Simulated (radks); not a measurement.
# Ionisation energy and size from Li⁺ to Ne⁺

An exercise on one series of results from a longer session: the logs are not shown, and one member is left open.

Program: radks (a radial shooting solver on a logarithmic mesh, Libxc functionals) version 1. Level of theory: non-relativistic Kohn-Sham, r2SCAN, spin-polarised, spherical densities, point nucleus; open shells are filled with parallel spins first. These are calculated values, not measurements, unless marked.

**The system**

```
species : Li⁺, Be⁺, B⁺, C⁺, N⁺, O⁺, F⁺, Ne⁺
runs    : 16, each species and its next ion
```

The first run:

Settings of this run:

```text
Z 3
configuration [He]
relativity non-relativistic
functional r2scan,r2scan
spin polarised
nucleus point
```

Among the steps run: Li⁺, [He]; Li²⁺, 1s1; Be⁺, [He] 2s1; Be²⁺, [He]; B⁺, [He] 2s2; B²⁺, [He] 2s1; C⁺, [He] 2s2 2p1; C²⁺, [He] 2s2; N⁺, [He] 2s2 2p2; N²⁺, [He] 2s2 2p1; O⁺, [He] 2s2 2p3; O²⁺, [He] 2s2 2p2; F⁺, [He] 2s2 2p4; F²⁺, [He] 2s2 2p3; Ne⁺, [He] 2s2 2p5; Ne²⁺, [He] 2s2 2p4.

One of the session's tables, all rows but one given; the rest of the session is left out.

```
species  Δ-SCF (eV)  −ε(HOMO) (eV)  its <r> (bohr)
    Li⁺      75.687         61.919           0.575
    Be⁺      18.190         14.618            2.26
     B⁺      24.260         19.726            1.79
     C⁺      24.322         17.767            1.49
     N⁺      30.386         22.526            1.28
     O⁺      36.329         27.300            1.12
     F⁺           ?              ?               ?
    Ne⁺      41.415         31.536           0.893
```

Q: Estimate the row for F⁺ from the others.

The run gave: Δ-SCF (eV): 34.062; −ε(HOMO) (eV): 25.592; its <r> (bohr): 1.02. In the column «Δ-SCF (eV)» it lies between N⁺ (30.386) and O⁺ (36.329).

For N⁺, O⁺ the highest level isn't the widest one, so −ε(HOMO) and <r> belong to different orbitals, and Δ-SCF follows the ion's typed configuration. Open shells are spherical and high-spin; term and fine-structure splittings are not resolved.
